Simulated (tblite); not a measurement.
# C7H15FO: the cost of one run

The runs use tblite 0.8.0 and PySCF 2.14.0, with density-fitted response routines of our own; the level of theory stands in each step. All values are computed, except where a source is named. Atoms are numbered from 0 throughout.

### Step 1. The molecule as given

24 atoms, charge 0, multiplicity 1; geometry from: force field or distance geometry start.

Bonds of the start (Å): C0–C1 1.54, C1–C2 1.51, C2–F3 1.39, C1–O4 1.33, O4–C5 1.34, C5–C6 1.54, C5–C7 1.51, C5–C8 1.49, C0–H9 1.10, C0–H10 1.09, C0–H11 1.12, C1–H12 1.10, C2–H13 1.12, C2–H14 1.08, C6–H15 1.10, C6–H16 1.10, C6–H17 1.12, C7–H18 1.09, C7–H19 1.13, C7–H20 1.12, C8–H21 1.11, C8–H22 1.13, C8–H23 1.10.

### Step 2. Geometry optimisation with GFN2-xTB

What the job is given:

```
{"job": {"kind": "relax", "xc": "GFN2-xTB", "basis": "xTB"}, "charge": 0, "multiplicity": 1}
C      1.964400    -1.582300     0.082600
C      1.262200    -0.217300     0.117800
C      2.385500     0.776100     0.330700
F      3.248900     0.680400    -0.748900
O      0.173800    -0.090000     0.866100
C     -1.043400     0.194300     0.395900
C     -1.164600     1.530000    -0.355200
C     -1.320500    -0.842300    -0.673500
C     -2.194300     0.078400     1.339000
H      2.383300    -1.863000     1.057500
H      1.393400    -2.353400    -0.444500
H      2.852200    -1.387800    -0.572400
H      0.959100    -0.049300    -0.927000
H      1.955500     1.812800     0.275600
H      2.947900     0.688900     1.247700
H     -0.808200     2.386100     0.228700
H     -0.771600     1.441800    -1.382400
H     -2.267800     1.679500    -0.495600
H     -0.948700    -1.837000    -0.426500
H     -0.879400    -0.514900    -1.655800
H     -2.424400    -0.827100    -0.848400
H     -2.606800    -0.946600     1.437200
H     -3.027000     0.664100     0.846700
H     -2.081100     0.598500     2.304500
```

Launch:

```
$ OMP_NUM_THREADS=1 python probes_run.py task.json out
```

This one command runs all jobs of the session in turn.

Q: Estimate the wall time and peak memory of this first job on 1 thread of Arm Neoverse N1, shared host.

About 1.1 s, with a peak of 0.18 GiB.
